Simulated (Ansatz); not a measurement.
# BW: how well frozen cores do, part 2 of 2

Aim: solve BW at one geometry with all-electron LAPW, PAW on the default files and datasets made for this crystal, and see where they agree.

Ansatz 0.2.0; DFT PBEsol; a Materials Project cell. «Crystal datasets» are all-electron PAW datasets made for this crystal. Earlier steps stand in the parts before.

## Step 4: Datasets made for this crystal

input.yaml

```yaml
crystal:
  lattice:
    - [1.58090606, -4.24111568, 0.0]
    - [1.58090606, 4.24111568, 0.0]
    - [0.0, 0.0, 3.0951265]
  atoms:
    - { symbol: B, position: [0.56102184, 0.43897816, 0.75] }
    - { symbol: B, position: [0.43897816, 0.56102184, 0.25] }
    - { symbol: W, position: [0.85538523, 0.14461477, 0.75] }
    - { symbol: W, position: [0.14461477, 0.85538523, 0.25] }
kpoints:
  mp_grid: { grid: [11, 11, 11] }
  band_path:
    path:
      - [0.0, 0.0, 0.0]
      - [-0.5, 0.5, 0.0]
      - [-0.2847369673, 0.7152630327, 0.0]
      - [0.2847369673, 0.2847369673, 0.0]
      - [0.0, 0.0, 0.0]
      - [0.0, 0.0, 0.5]
      - [0.2847369673, 0.2847369673, 0.5]
      - [-0.2847369673, 0.7152630327, 0.5]
      - [-0.5, 0.5, 0.5]
    npoints: 8
scf:
  occupations: { method: fermi_dirac, width: 0.03 }
hamiltonian:
  xc: pbesol
  pseudopotentials: { kind: all_electron, datasets: crystal }
output:
  forces: true
  stress: true
  eigenvalues: true
  efg: { contact_densities: true }
```

Command:

```console
ansatz run input.yaml --threads 1 --pin off --max-ram 3072MiB --backend cpu --events-out ev --progress --plain --runs-dir out
```

Log:

```text
hamiltonian.pseudopotentials.datasets: crystal makes datasets for this crystal and solves the spheres of its atoms anew in each pass: cutoff 320.0 eV, the density's 1280.0 eV; for an error of 0.50 meV an atom under PBE, 2.0 meV for the cell; an energy difference from a run of another recipe may be off by several times the error for the cell, under r2SCAN by more, where some 0.1 meV an atom stays at smaller errors; B in spheres of 0.926 Å, 3 of its electrons in bands; W in spheres of 1.376 Å, 6 of its electrons in bands, 22 on its site; only band paths and densities of states list, in semicore columns, the levels of the semicore shells that are solved separately: 4f of W, 5s of W, 5p of W
band count auto-derived: 21 (N_el = 18.0; filled up to band 9; 13 by the electrons, moments and atoms)
W: output.efg is read without spin–orbit coupling, which moves field gradients at and beside such atoms by some per cent and up to a factor of two; PAW files take it under magnetization.noncollinear and magnetization.spin_orbit
Engine: ansatz 0.2.0
Pseudopotentials: kind: all_electron
Pseudopotential: B, paw, valence charge 3, recommended cutoff 320 eV (normal), Koelling and Harmon's equation, gaussian nucleus
Pseudopotential: W, paw, valence charge 28, recommended cutoff 320 eV (normal), Koelling and Harmon's equation, gaussian nucleus
Functional definition: PBEsol
  exchange = pbesol_x
  correlation = pbesol_c
Crystal: 4 atoms, lattice volume = 41.504 Å³
Basis set: ecut = 320 eV, 545 PW (Γ), exchange–correlation on 54×54×40 points (8 copies of the dense FFT grid, shifted against one another)
Bands: 21, of which v1, the nominal top of the filled ones, is band 9 counted from 1 (8 counted from 0)
Symmetry: 8 space group operations
Space group: Cmcm (ITA 63), of the structure as read, at distance tolerance 3.5e-5 Å
k-points: 216 of 1331
Non-local potential: B, projectors of the file, l = 0: 1, l = 1: 1
Non-local potential: W, projectors of the file, l = 0: 1, l = 1: 1, l = 2: 2
PAW form: soft (Blöchl's): semilocal exchange-correlation on the pseudo side does not see the compensation charge
PAW one-centre angular grid: B, 110 points (default); XC on its mesh's 1951 points in the sphere
PAW one-centre angular grid: W, 590 points (default); XC on its mesh's 1823 points in the sphere
Initial density: superposition of atomic densities (neutral atoms: chi_scale 0, normalization atom)
Initial wavefunctions: pseudopotential atomic-orbital guess
Functional: x = pbesol(κ = 0.804, μ = 0.12345679012345678), c = pbesol(β = 0.046)
iter 1 solved again at ethr=7.35e-2 eV; its pass at ethr=1.00e-1 eV (dr2=1.32e1 eV) is discarded
SCF iter   1: F=—  HF=-879499.247452 eV  |F-HF|=—  |Δ(HF+E_count)|=         —  Δρ=1.44e-1  dr2=1.51e1  ethr=7.35e-2  ⟨swp⟩=2.0  Hψ=26950  notcnv=0
preconditioner: auto → none  [metal: Δε(μ)=0.004 eV  Ē_g=12.097 eV  σ=0.030 eV  W_gap=0.04  n_scr=8 (ndim 8)  ℏωp=24.5 eV  f_vac=0.000  D(μ)=1.45/eV (n_scr^D=12)  sad-step TF]
SCF iter   2: F=—  HF=-879496.478081 eV  |F-HF|=—  |Δ(HF+E_count)|=    2.77e0  Δρ=6.74e-2  dr2=3.02e0  ethr=7.35e-2  ⟨swp⟩=2.1  Hψ=9087  notcnv=0
iter 3 solved again at ethr=9.91e-4 eV; its pass at ethr=1.68e-2 eV (dr2=1.78e-1 eV) is discarded
SCF iter   3: F=—  HF=-879495.519330 eV  |F-HF|=—  |Δ(HF+E_count)|=   9.59e-1  Δρ=1.73e-2  dr2=1.94e-1  ethr=9.91e-4  ⟨swp⟩=3.1  Hψ=24377  notcnv=0  defer=42
SCF iter   4: F=—  HF=-879495.514803 eV  |F-HF|=—  |Δ(HF+E_count)|=   4.53e-3  Δρ=1.86e-3  dr2=9.93e-4  ethr=9.91e-4  ⟨swp⟩=3.2  Hψ=10656  notcnv=0  defer=14
SCF iter   5: F=—  HF=-879495.517413 eV  |F-HF|=—  |Δ(HF+E_count)|=   2.61e-3  Δρ=1.10e-3  dr2=8.68e-4  ethr=5.52e-6  ⟨swp⟩=3.3  Hψ=11386  notcnv=0  defer=25
SCF iter   6: F=—  HF=-879495.517658 eV  |F-HF|=—  |Δ(HF+E_count)|=   2.45e-4  Δρ=1.14e-3  dr2=1.60e-3  ethr=4.82e-6  ⟨swp⟩=3.1  Hψ=11310  notcnv=0  defer=12
SCF iter   7: F=—  HF=-879495.517223 eV  |F-HF|=—  |Δ(HF+E_count)|=   4.35e-4  Δρ=8.60e-5  dr2=1.97e-6  ethr=4.82e-6  ⟨swp⟩=3.1  Hψ=7554  notcnv=0  defer=13
SCF iter   8: F=—  HF=-879495.517224 eV  |F-HF|=—  |Δ(HF+E_count)|=   1.17e-6  Δρ=5.53e-5  dr2=1.94e-6  ethr=1.10e-8  ⟨swp⟩=3.9  Hψ=9116  notcnv=0  defer=7
SCF iter   9: F=-879495.517223 eV  HF=-879495.517223 eV  |F-HF|=2.17e-8  |Δ(HF+E_count)|=   3.61e-7  Δρ=7.41e-6  dr2=2.92e-8  ethr=1.08e-8  ⟨swp⟩=2.1  Hψ=6598  notcnv=0  defer=15
SCF 1 converged in 9 iterations: F = -879495.517221 eV  dr2 = 2.92e-8
  Residual-converged pass: ⟨swp⟩=4.0  Hψ=10279  notcnv=0  max |occ|·‖R‖ = 6.7e-6 eV (tolerance 6.7e-6 eV)  dr2=2.75e-8  dr2_onsite=8.72e-9  max |Δocc| = 4.6e-9
NSCF: frozen V_eff on 65 k-points
SCF converged after 9 iterations
Free energy (F): -879495.517221 eV
Harris-Foulkes:  -879495.517221 eV  (|F-HF|=2.17e-8)
Internal energy: -879495.510879 eV  (E = F + TS)
E sigma→0 (E₀):  -879495.514050 eV
Entropy (-TS):   -0.006341 eV (-1.585 meV/atom)
Past the cutoff: the bands carry plane waves up to 1.75 times it, of which those up to 1.5 times it add -0.000325 eV an atom, each by itself; the spheres take 0.000121 eV an atom off the energy for waves past 1.75 times it
By the cutoff:   a pressure is off by up to 0.007 GPa (1.2 times the spheres' own share and the shells' term, over an atom's volume, and 0.004 GPa: a bound that held against runs at twice the plane waves)
Past the cutoffs: a stress includes 0.0043 GPa for waves and charges beyond them, in addition to the slope of what the spheres take
In the spheres:  the bands' charges fall short by 1.7e-6 e at most (sound up to 1e-3), those of shells solved beside the bands by 1.5e-7 e (sound up to 5e-4)
Fermi energy:    26.712703 eV
--- Per-component energies (eV) ---
  The terms above E_closure are by the made datasets' own strengths, without shells solved beside the bands.
--- Forces (eV/Å), atoms counted from 1 ---
  atom   1  B      0.00000000    -0.02195391     0.00000000
  atom   2  B      0.00000000     0.02195391     0.00000000
  atom   3  W      0.00000000     0.03855231     0.00000000
  atom   4  W      0.00000000    -0.03855231     0.00000000
  max |Σ_I F_I| component: 0.00e0 eV/Å
--- Stress (GPa, compression-positive) ---
       -3.821945       0.000000       0.000000
        0.000000      -4.010015       0.000000
        0.000000       0.000000      -3.760290
  P = ⅓ Tr σ = -3.8641 GPa (-38.641 kbar)
  It holds what live shells' own plane waves past their cutoff add
--- PAW observables at the nuclei: V_zz in 10²¹ V/m², potentials from the cell's mean, atoms counted from 1 ---
  atom   1  B  V_zz =    -0.240537   η = 0.7258   by run symmetry: allowed
            electrostatic potential = -340.332873 V   contact ρ = 481.358234 e/Å³
  atom   2  B  V_zz =    -0.240537   η = 0.7258   by run symmetry: allowed
            electrostatic potential = -340.332873 V   contact ρ = 481.358234 e/Å³
  atom   3  W  V_zz =    +4.592773   η = 0.4705   by run symmetry: allowed
            electrostatic potential = -14815.881156 V   contact ρ = 8806384.913244 e/Å³
  atom   4  W  V_zz =    +4.592773   η = 0.4705   by run symmetry: allowed
            electrostatic potential = -14815.881156 V   contact ρ = 8806384.913244 e/Å³
--- Band table (eV; the first three rows and the last of 216) ---
  k-point 0: bands = ["12.5367", "17.7247", "21.1869", "21.6693", "22.0273", "22.1769", "23.8892", "25.4182", "25.9981", "26.7078", "27.8797", "27.8821", "28.9579", "30.7579", "30.8208", "34.0065", "34.1485", "34.2007", "34.8678"]
  k-point 1: bands = ["12.6791", "17.8599", "20.8508", "21.7829", "21.9265", "22.3065", "23.7320", "25.0126", "25.9787", "26.8722", "27.7954", "27.9351", "28.8946", "31.0246", "31.5111", "33.7155", "33.9121", "34.3635", "35.4016"]
  k-point 2: bands = ["13.0913", "18.2244", "20.0526", "21.6912", "22.0829", "22.5651", "23.2871", "24.0954", "26.0594", "27.3101", "27.8571", "28.0996", "28.8718", "31.3182", "32.9751", "33.0533", "33.6321", "34.8885", "36.5768"]
  k-point 215: bands = ["15.7615", "16.5087", "20.3436", "21.1593", "22.6779", "22.8234", "23.0779", "23.6646", "25.2638", "26.0643", "26.5407", "27.1425", "28.9708", "29.3157", "35.4937", "35.5209", "35.7384", "36.4055", "37.0628"]
```

It took 3.6 min on 1 thread, shared host.

This run gives: pressure -3.86 GPa; no gap; largest force 0.039 eV/Å; Vzz B1 -0.24 (η = 0.73), W3 4.59 (η = 0.47) (10²¹ V/m²).

```csv
atom,contact density (e/Å³)
B1,481.3582
W3,8806385
```

## Step 5: Side by side

| method | pressure (GPa) | largest force (eV/Å) | Vzz B1 (10²¹ V/m²) | Vzz W3 (10²¹ V/m²) | SCF cycles, all passes |
| --- | --- | --- | --- | --- | --- |
| LAPW | -3.87 | 0.039 | – | – | 10 |
| PAW | -3.85 | 0.038 | -0.25 | 4.48 | 6 |
| crystal datasets | -3.86 | 0.039 | -0.24 | 4.59 | 9 |

## Step 6: Outcome

The summary covers parts 1 to 2.

| quantity | value |
| --- | --- |
| pressure | LAPW -3.87, PAW -3.85, crystal datasets -3.86 GPa |
| gap (LAPW) | none |
| largest force | LAPW 0.039, PAW 0.038, crystal datasets 0.039 eV/Å |
| Bader charges (PAW) | B1 -0.71, W3 +0.71 e |

**Reading.** At this geometry the cell is under tension of 3.9 GPa, so it would shrink if let go. Bands cross the Fermi level: the crystal is a metal at this level. Within 0.3 eV of the Fermi level the largest projected share is W 5d (85 %). The projection holds only the free atom's occupied shells (B 2s, B 2p, W 6s, W 5d in this range). The field gradient at W3, the largest by crystal datasets, is 4.48 by PAW and 4.59 by crystal datasets (10²¹ V/m²), within 5 %. Spin–orbit coupling is left out, which moves gradients at and beside heavy atoms by some per cent and at worst by a factor of two. PAW lies +0.01 GPa from LAPW in pressure. The forces differ by at most 1 meV/Å in a component, on a largest force of 0.039 eV/Å. The price, with the outputs that each input asks for: 4.8 min for LAPW against 67 s for PAW, about 4 to one. Spin-orbit coupling is left out, though the cell holds W; in elements this heavy it can shift bands and gaps by tenths of an eV.
